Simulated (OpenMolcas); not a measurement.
# Sm²⁺ among point charges: CASSCF levels and susceptibility

How does a field of 8 point charges split the states of Sm²⁺, and what χT follows?

Method: state-averaged CASSCF, spin-orbit coupling by RASSI with atomic mean-field integrals. Code: OpenMolcas 26.06.

### 1 The system

* Species: Sm²⁺ (samarium, Z = 62, 60 electrons)
* Basis: ANO-RCC-VDZP [7s6p4d2f1g], 68 functions
* Scalar Hamiltonian: DKH2, point nucleus
* Inactive shells: 1s 2s 2p 3s 3p 3d 4s 4p 4d 5s 5p
* Active space: 6 electrons in 7 orbitals (4f)
* Some configurations of this space: 4f⁶
* Orbitals: optimised for the highest spin of each parity, averaged over all roots

The outer shells:

4f6
```
4f [↑ ][↑ ][↑ ][↑ ][↑ ][↑ ][  ]
```

The ion sits among 8 point charges of -2 e arranged as a cube (Oh), 2.93 Å from the ion.

Each step is its own input file, run in one work folder so that later steps find the files of earlier ones. Labels, J, g values, rates, χT and fits are worked out afterwards by a script from the matrices that RASSI stores. The input lists half of the charges; inversion (Group=XYZ) makes the rest.

### 2 Basis and integrals

Input file a.inp:

```
&GATEWAY
Coord
1

Sm 0.0 0.0 0.0
Basis=ANO-RCC-VDZP
Group=XYZ
NoMove
AngMom=0.0 0.0 0.0
AMFI
XField
4 Angstrom 0
1.691636 1.691636 1.691636 -2.000000
1.691636 1.691636 -1.691636 -2.000000
1.691636 -1.691636 1.691636 -2.000000
1.691636 -1.691636 -1.691636 -2.000000
&SEWARD
```

Run with:

```sh
$ OMP_NUM_THREADS=1 MOLCAS_MEM=2252 MOLCAS_PROJECT=a pymolcas a.inp > a.log
```

### 3 CASSCF: septets of even parity, 7 roots

Input file a.inp:

```
&RASSCF
FileOrb=start.orb
Symmetry=1
Spin=7
nActEl=6 0 0
Inactive=15 12
Ras2=0 7
CIRoot=7 7 1
SDav=7
CIMx=300
Iter=120 100
PrWF=0.3
OrbListing=Nothing
MaxOrb=0
>>> COPY $Project.JobIph JOB001
```

start.orb holds the contracted functions of the basis, ordered by shell, or the orbitals of the step before.

### 4 CASSCF: quintets of even parity, 140 roots

Input file a.inp:

```
&RASSCF
FileOrb=start.orb
Symmetry=1
Spin=5
nActEl=6 0 0
Inactive=15 12
Ras2=0 7
CIRoot=140 140 1
SDav=140
CIMx=300
Iter=120 100
PrWF=0.3
OrbListing=Nothing
MaxOrb=0
CIOnly
>>> COPY $Project.JobIph JOB002
```

### 5 CASSCF: triplets of even parity, 162 roots

Input file a.inp:

```
&RASSCF
FileOrb=start.orb
Symmetry=1
Spin=3
nActEl=6 0 0
Inactive=15 12
Ras2=0 7
CIRoot=162 162 1
SDav=588
CIMx=300
Iter=120 100
PrWF=0.3
OrbListing=Nothing
MaxOrb=0
CIOnly
>>> COPY $Project.JobIph JOB003
```

### 6 CASSCF: singlets of even parity, 162 roots

Input file a.inp:

```
&RASSCF
FileOrb=start.orb
Symmetry=1
Spin=1
nActEl=6 0 0
Inactive=15 12
Ras2=0 7
CIRoot=162 162 1
SDav=490
CIMx=300
Iter=120 100
PrWF=0.3
OrbListing=Nothing
MaxOrb=0
CIOnly
>>> COPY $Project.JobIph JOB004
```

### 7 RASSI: spin-orbit coupling between the states

Input file a.inp:

```
&RASSI
NrOfJobIphs=3 7 86 75
1 2 3 4 5 6 7
1 2 3 4 5 6 7 8 9 10 11 12 13 14 15 16 17 18 19 20 21 22 23 24 25 26 27
28 29 30 31 32 33 34 35 36 37 38 39 40 41 42 43 44 45 46 47 48 49 50 51
52 53 54 55 56 57 58 59 60 61 62 63 64 65 66 67 68 69 70 71 72 73 74 75
76 77 78 79 80 81 82 83 84 85 86
1 2 3 4 5 6 7 8 9 10 11 12 13 14 15 16 17 18 19 20 21 22 23 24 25 26 27
28 29 30 31 32 33 34 35 36 37 38 39 40 41 42 43 44 45 46 47 48 49 50 51
52 53 54 55 56 57 58 59 60 61 62 63 64 65 66 67 68 69 70 71 72 73 74 75
IphNames
JOB001
JOB002
JOB003
EJob
SpinOrbit
DIPRint=1.0
SOCoupling=1000.0
Subsets=2
Property=9
'ANGMOM' 1 'ANGMOM' 2 'ANGMOM' 3 'MLTPL  1' 1 'MLTPL  1' 2 'MLTPL  1' 3
'AMFI' 1 'AMFI' 2 'AMFI' 3
SOProperty=3
'ANGMOM' 1 'ANGMOM' 2 'ANGMOM' 3
```

**Question.** What will these runs give? Wanted: spin-free ground state; first state of the same spin within the active space; lowest level; next level.

As calculated:

| quantity | value |
| --- | --- |
| method | CASSCF |
| spin-free ground state | 7A2, 1-fold in its orbital part |
| first state of the same spin within the active space | 7T2 at 283 cm⁻¹ |
| lowest level | 1-fold A1 |
| next level | 276.4 cm⁻¹ |
| χT at 300 K | 1.53 cm³ K/mol |
| effective moment at 300 K | 3.49 μB |

What this shows: The spin-free ground state (7A2) comes to 100 % from free-ion F terms and keeps the highest spin of the shell. The quintets, triplets, singlets rest on orbitals optimised for another spin in at least one step, which raises them against the optimised states. Not all states of the active space went into the spin-orbit step. High states of lower spin are left out of the spin-orbit mixing, and CASSCF puts spin-flip levels too high. Point charges carry no covalency, so the field is a model and not that of real ligands.
